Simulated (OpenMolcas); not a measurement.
# Mn²⁺ among point charges: CASSCF and CASPT2 levels and susceptibility

How does a field of 6 point charges split the states of Mn²⁺, and what χT follows?

Program: OpenMolcas 26.06. Level of theory: state-averaged CASSCF and CASPT2, spin-orbit coupling by RASSI with atomic mean-field integrals. These are calculated values, not measurements, unless marked.

## Step 1: What is computed

| Property | Result |
| --- | --- |
| Species | Mn²⁺ (manganese, Z = 25, 23 electrons) |
| Basis | ANO-RCC-VDZP [5s4p2d1f], 34 functions |
| Scalar Hamiltonian | DKH2, point nucleus |
| Inactive shells | 1s 2s 2p 3s 3p |
| Active space | 5 electrons in 5 orbitals (3d) |
| Some configurations of this space | 3d⁵ |
| Orbitals | optimised for each spin and parity, averaged over all roots |

The outer shells:

3d5
```
3d [↑ ][↑ ][↑ ][↑ ][↑ ]
```

The ion sits among 6 point charges of -1.43 e arranged as an octahedron (Oh), 2.03 Å from the ion.

The work runs as a chain of OpenMolcas steps in one folder; each step below is one input file. Labels, J, g values, rates, χT and fits are worked out afterwards by a script from the matrices that RASSI stores. The input lists half of the charges; inversion (Group=XYZ) makes the rest.

## Step 2: One- and two-electron integrals

The input, a.inp:

```
&GATEWAY
Coord
1

Mn 0.0 0.0 0.0
Basis=ANO-RCC-VDZP
Group=XYZ
NoMove
AngMom=0.0 0.0 0.0
AMFI
XField
3 Angstrom 0
2.030000 0.000000 0.000000 -1.430000
0.000000 2.030000 0.000000 -1.430000
0.000000 0.000000 2.030000 -1.430000
&SEWARD
```

Command:

```bash
$ OMP_NUM_THREADS=1 MOLCAS_MEM=1689 MOLCAS_PROJECT=a pymolcas a.inp > a.log
```

## Step 3: Reference wave functions, sextets of even parity, 1 root

The input, a.inp:

```
&RASSCF
FileOrb=start.orb
Symmetry=1
Spin=6
nActEl=5 0 0
Inactive=3 6
Ras2=5 0
CIRoot=1 1 1
SDav=1
CIMx=300
Iter=120 100
PrWF=0.3
OrbListing=Nothing
MaxOrb=0
>>> COPY $Project.JobIph JOB001
```

start.orb holds the contracted functions of the basis, ordered by shell, or the orbitals of the step before.

## Step 4: Reference wave functions, quartets of even parity, 24 roots

The input, a.inp:

```
&RASSCF
FileOrb=start.orb
Symmetry=1
Spin=4
nActEl=5 0 0
Inactive=3 6
Ras2=5 0
CIRoot=24 24 1
SDav=24
CIMx=300
Iter=120 100
PrWF=0.3
OrbListing=Nothing
MaxOrb=0
>>> COPY $Project.JobIph JOB002
```

## Step 5: Reference wave functions, doublets of even parity, 75 roots

The input, a.inp:

```
&RASSCF
FileOrb=start.orb
Symmetry=1
Spin=2
nActEl=5 0 0
Inactive=3 6
Ras2=5 0
CIRoot=75 75 1
SDav=75
CIMx=300
Iter=120 100
PrWF=0.3
OrbListing=Nothing
MaxOrb=0
>>> COPY $Project.JobIph JOB003
```

## Step 6: RASSI: spin-orbit coupling between the states

The input, a.inp:

```
&RASSI
NrOfJobIphs=3 1 24 75
1
1 2 3 4 5 6 7 8 9 10 11 12 13 14 15 16 17 18 19 20 21 22 23 24
1 2 3 4 5 6 7 8 9 10 11 12 13 14 15 16 17 18 19 20 21 22 23 24 25 26 27
28 29 30 31 32 33 34 35 36 37 38 39 40 41 42 43 44 45 46 47 48 49 50 51
52 53 54 55 56 57 58 59 60 61 62 63 64 65 66 67 68 69 70 71 72 73 74 75
IphNames
JOB001
JOB002
JOB003
EJob
SpinOrbit
DIPRint=1.0
SOCoupling=1000.0
Subsets=2
Property=9
'ANGMOM' 1 'ANGMOM' 2 'ANGMOM' 3 'MLTPL  1' 1 'MLTPL  1' 2 'MLTPL  1' 3
'AMFI' 1 'AMFI' 2 'AMFI' 3
SOProperty=3
'ANGMOM' 1 'ANGMOM' 2 'ANGMOM' 3
```

## Step 7: CASPT2: IPEA 0.25, imaginary shift 0.1 (closed shells correlated: 3s 3p)

The input, a.inp:

```
>>> COPY JOB001 $Project.JobIph
&CASPT2
Multistate=1 1
Frozen=2 3
IPEA=0.25
Imaginary=0.1
MaxIter=60
WThr=0.0 0.3 0.05
PrWF=0.5
NoMix
>>> COPY JOB002 $Project.JobIph
&CASPT2
Multistate=24 1 2 3 4 5 6 7 8 9 10 11 12 13 14 15 16 17 18 19 20 21 22
23 24
NoMult
Frozen=2 3
IPEA=0.25
Imaginary=0.1
MaxIter=60
WThr=0.0 0.3 0.05
PrWF=0.5
NoMix
>>> COPY JOB003 $Project.JobIph
&CASPT2
Multistate=75 1 2 3 4 5 6 7 8 9 10 11 12 13 14 15 16 17 18 19 20 21 22
23 24 25 26 27 28 29 30 31 32 33 34 35 36 37 38 39 40 41 42 43 44 45 46
47 48 49 50 51 52 53 54 55 56 57 58 59 60 61 62 63 64 65 66 67 68 69 70
71 72 73 74 75
NoMult
Frozen=2 3
IPEA=0.25
Imaginary=0.1
MaxIter=60
WThr=0.0 0.3 0.05
PrWF=0.5
NoMix
```

(Steps that only read results are left out.)

Before running it: what results should come out? Wanted: spin-free ground state; lowest level; next level.

The runs gave:

| quantity | value |
| --- | --- |
| method | SS-CASPT2, IPEA 0.25, imaginary shift 0.1 (closed shells correlated: 3s 3p) |
| spin-free ground state | 6A1, 1-fold in its orbital part |
| lowest level | 6-fold |
| next level | 26640.3 cm⁻¹ |
| χT at 300 K | 4.39 cm³ K/mol |
| effective moment at 300 K | 5.92 μB |

Cost by method:

```
                                              method  time of its own steps  time with the reference
                                           A. CASSCF                   21 s                     21 s
B. SS-CASPT2, IPEA 0.25, imaginary shift 0.1, +3s 3p                  5.4 s                     26 s
```

Times are of one thread on a shared host.

In words: The spin-free ground state (6A1) comes to 100 % from free-ion S terms and keeps the highest spin of the shell. χT at 300 K is 4.39, against 4.39 cm³ K/mol for the spin alone, as a half-filled shell (L = 0) has no orbital moment. An active space of the d shell alone favours high spin; real ions in strong fields can be low spin. A ligand-field fit to the states below 45000 cm-1 gives 10Dq = 2745 cm-1, B = 1035 cm-1 and C = 3499 cm-1 (C/B = 3.38), with a deviation of 866 cm-1. CASPT2 does not keep the components of a term degenerate, and the means are used. The field of point charges can differ much from that of real complexes. With metal d orbitals alone active, the gaps between spin states are rough; where two lie within a few thousand cm-1, their order is open. This is an electrostatic model: the charges have no orbitals.
